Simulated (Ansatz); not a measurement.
I need a comparison of dispersion corrections of CH5NS2Si2, SMILES [SiH3]C1=N[SiH](S)S1. Use the Python package of Ansatz (0.2.0). Level of theory (for the species named): revPBE, def2-SVP basis, multiplicity 1, D3BJ dispersion.

```xyz
11

Si   -1.2374   -1.5182    1.0213
C    -0.2473   -0.0986    0.3815
N    -0.4791    0.6542   -0.6778
Si    1.0047    1.6988   -0.5743
S     2.2152    1.2402   -2.1988
S     1.2447    0.4915    1.0629
H    -2.5565   -1.5923    0.2924
H    -0.5575   -2.7700    0.8741
H    -1.6119   -1.2836    2.4939
H     0.5807    3.0968   -0.2675
H     1.7096    0.0242   -2.3872
```

`run_disp.py`
```python
# -*- coding: utf-8 -*-
"""Size of D3 and D4 in CH5NS2Si2."""

import ansatz

GEOMETRY = """
Si   -1.23740   -1.51820    1.02130
C    -0.24730   -0.09860    0.38150
N    -0.47910    0.65420   -0.67780
Si    1.00470    1.69880   -0.57430
S     2.21520    1.24020   -2.19880
S     1.24470    0.49150    1.06290
H    -2.55650   -1.59230    0.29240
H    -0.55750   -2.77000    0.87410
H    -1.61190   -1.28360    2.49390
H     0.58070    3.09680   -0.26750
H     1.70960    0.02420   -2.38720
"""

molecule = ansatz.Crystal.molecule()
for line in GEOMETRY.strip().splitlines():
    symbol, *xyz = line.split()
    molecule = molecule.atom(symbol, [float(v) for v in xyz])

base = molecule.calculation().basis(gaussian="def2-SVP")
for name in ["revpbe", "r2scan"]:
    for correction in ("d3bj", "d4"):
        rep = base.functional(name, dispersion=correction).run().report
        print(f"{name:8s} {correction:5s} total {rep['free_energy_ev']:.5f} eV, of which dispersion {1000 * rep['dispersion']['energy']['ev']:.2f} meV")
```

```console
$ python run_disp.py
revpbe   d3bj  total -40013.45132 eV, of which dispersion -903.38 meV
revpbe   d4    total -40013.64060 eV, of which dispersion -1092.65 meV
DeckWarning: the engine holds no damping parameters fitted to this dispersion correction and functional, so the run takes those fitted to r2scan beside the three-body term, which d3bj leaves out (hamiltonian.dispersion, under Limitations)
r2scan   d3bj  total -40016.46586 eV, of which dispersion -111.80 meV
r2scan   d4    total -40016.45216 eV, of which dispersion -98.10 meV
```
(Warnings from the package without file and line.)

What to keep in mind:
- The settings weren't tested for convergence.
- The geometry is a force-field or estimated start, not a minimum of this method, and the basis set is short of its limit. D4 holds the three-body term, and d3bj doesn't.
- A dispersion term here runs with damping parameters fitted for another variant or functional.
- Finished in 33 s on 1 thread of Arm Neoverse V1 (shared host), peak memory 0.26 GiB.

(A comment or docstring line of the script was reworded after the run, the code is as it ran; lines on the test bed's own set-up are left out of the output.)
